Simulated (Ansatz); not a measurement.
# Li3Pt: the cost of one run

Program: Ansatz 0.2.0 through its Python package. Level of theory: DFT PBEsol, plane waves, PAW. These are calculated values, not measurements.

## Step 1: Starting point

The structure is cubic, space group Fm-3m (No. 225). The conventional cell has a = 6.015 Å, b = 6.015 Å, c = 6.015 Å, α = 90.00°, β = 90.00°, γ = 90.00°. Li (site symmetry -43m) is surrounded by 4 Li at 2.60 Å and 4 Pt at 2.60 Å. Li (site symmetry m-3m) has 8 Li at 2.60 Å as nearest neighbours. Pt (site symmetry m-3m) has 8 Li at 2.60 Å as nearest neighbours.

No structure file is read: the coordinates are typed or built in the script.

## Step 2: The script

Contents of strain_li3pt.py:

```python
# -*- coding: utf-8 -*-
'''Energy of Li3Pt under uniaxial strain, ions carried with the cell.'''

import logging
import sys

import ansatz as az
import numpy as np

logging.basicConfig(stream=sys.stdout, format='[%(levelname)s] %(message)s')
logger = logging.getLogger('run')
logger.setLevel(logging.INFO)

VECTORS = np.array([
    [0.0, 3.007406, 3.007406],
    [3.007406, 0.0, 3.007406],
    [3.007406, 3.007406, 0.0],
])
SITES = [
    ('Li', [0.25, 0.25, 0.25]),
    ('Li', [0.75, 0.75, 0.75]),
    ('Li', [0.5, 0.5, 0.5]),
    ('Pt', [0.0, 0.0, 0.0]),
]


def build(cell):
    crystal = az.Crystal(lattice=az.Lattice.of(cell))
    for symbol, position in SITES:
        crystal = crystal.atom(symbol, position)
    return crystal

# clamped ions: the fractional positions stay as typed
values = np.linspace(-0.05, 0.05, 7)
energies = []
for d in values:
    strain = np.diag([0, 0, d])
    cell = VECTORS @ (np.eye(3) + strain)
    model = (
        build(cell).calculation()
        .occupations('cold', width=0.2)
        .functional('PBEsol')
        .scf(tolerance=1e-09, extra_bands=2, lower_state_search='standard', self_checks='low')
        .eigensolver('auto', full_accuracy=True)
        .accuracy('low')
        .basis(520)
        .kpoints(10, 10, 10)
        .stress()
    )
    rep = model.run(threads=1).report
    energies.append(rep['free_energy_ev'] / len(SITES))
    s = rep['stress_gpa']
    logger.info(f'd = {d:+.4f}  stress xx yy zz xy (GPa, compression positive): {s[0][0]:8.3f} {s[1][1]:8.3f} {s[2][2]:8.3f} {s[0][1]:8.3f}')
energies = np.array(energies)

for value, e in zip(values, energies):
    logger.info(f'strain {value:7.3f}   E - Emin = {1000 * (e - energies.min()):9.3f} meV/atom')
curvature = 2 * np.polyfit(values, energies, 3)[1]
volume = abs(np.linalg.det(VECTORS)) / len(SITES)
logger.info(f'd2E/dd2 over the volume: {curvature / volume * 160.21766:.1f} GPa')
```

## Step 3: The run

Launch:

```bash
$ python strain_li3pt.py
```

**Question.** How long does this script take on 1 thread of Arm Neoverse V2, shared host, and how much memory does it need?

About 56 s, with a peak of 0.47 GiB.
